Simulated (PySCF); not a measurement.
# BeF⁺: basis, grid and Hamiltonian

The method stays; parts of the set-up, such as the basis or the Hamiltonian, are changed.

Program: PySCF 2.14.0. Level of theory: each script names its method and basis. These are calculated values, not measurements.

1 further run of the same task is left out (it didn't finish).

**1. Starting geometry**

BeF⁺: 2 atoms, charge 1, spin multiplicity 1.

Bond lengths: Be1–F2 1.792 Å.

**2. The base run**

Input file input.py:

```python
from pyscf import gto, scf

mol = gto.M(
    atom='Be 0 0 0; F 0 0 1.792',
    basis='3-21g',
    charge=1,
    spin=0,
    verbose=4,
)
mf = scf.RHF(mol)
mf.kernel()
mf.nuc_grad_method().kernel()
mf.dip_moment()
print('orbital energies (hartree):', mf.mo_energy[..., max(0, mol.nelec[1]-3):mol.nelec[0]+3].round(4))
```

Command:

```bash
OMP_NUM_THREADS=1 python input.py
```

Its log is not repeated here.

It gives: E(SCF) = -113.079553 Eh, 10 cycles, gradient on the second atom 0.1478 Eh/bohr.

The bond length is a typed value, not an optimised one. The dipole of an ion depends on the origin.

**3. X2c-svpall (X2C on)**

Edit 1 changes basis set: 3-21g → x2c-svpall; spin-free X2C: off → on.

Input file input.py:

```python
from pyscf import gto, scf

mol = gto.M(
    atom='Be 0 0 0; F 0 0 1.792',
    basis='x2c-svpall',
    charge=1,
    spin=0,
    verbose=4,
)
mf = scf.RHF(mol)
mf = mf.sfx2c1e()
mf.kernel()
mf.nuc_grad_method().kernel()
mf.dip_moment()
print('orbital energies (hartree):', mf.mo_energy[..., max(0, mol.nelec[1]-3):mol.nelec[0]+3].round(4))
```

Command:

```bash
OMP_NUM_THREADS=1 python input.py
```

**4. Sto-3g**

Edit 2 changes basis set: 3-21g → sto-3g.

input.py, as its differences from that of step 2:

```diff
@@ -4,3 +4,3 @@
     atom='Be 0 0 0; F 0 0 1.792',
-    basis='3-21g',
+    basis='sto-3g',
     charge=1,
```

**5. Spin-free X2C on**

Edit 3 changes spin-free X2C: off → on.

input.py, as its differences from that of step 2:

```diff
@@ -10,2 +10,3 @@
 mf = scf.RHF(mol)
+mf = mf.sfx2c1e()
 mf.kernel()
```

**6. Pcseg-2**

Edit 4 changes basis set: 3-21g → pcseg-2.

input.py, as its differences from that of step 2:

```diff
@@ -4,3 +4,3 @@
     atom='Be 0 0 0; F 0 0 1.792',
-    basis='3-21g',
+    basis='pcseg-2',
     charge=1,
```

**7. Minao**

Edit 5 changes basis set: 3-21g → minao.

input.py, as its differences from that of step 2:

```diff
@@ -4,3 +4,3 @@
     atom='Be 0 0 0; F 0 0 1.792',
-    basis='3-21g',
+    basis='minao',
     charge=1,
```

**Question.** What will these runs give? Wanted: for each run, E(SCF); from base; gap.

**Answer**, as computed:

```
                run  E(SCF) (hartree)  from base (eV)  cycles  gap (eV)  functions
               base       -113.079553               0      10     11.60         18
x2c-svpall (X2C on)       -113.679782  not comparable      10     11.96         23
             sto-3g       -112.106412        +26.4805       9     11.22         10
   spin-free X2C on       -113.156807         -2.1022      10     11.60         18
            pcseg-2       -113.728488        -17.6584      10     12.06         45
              minao       -113.625684        -14.8610       6     12.02          7
```

In words: Of the runs whose energies can be compared, “sto-3g” moves the SCF energy most (+26.481 eV). sto-3g (10 functions) gives an energy 26.48 eV higher than 3-21g (18). Scalar relativity lowers the total energy by 2.10 eV, nearly all of it in the inner shells; a basis contracted without relativity catches only part of it. pcseg-2 (45 functions) gives an energy 17.66 eV lower than 3-21g (18). minao (7 functions) gives an energy 14.86 eV lower than 3-21g (18); size alone doesn't order basis sets of different families.
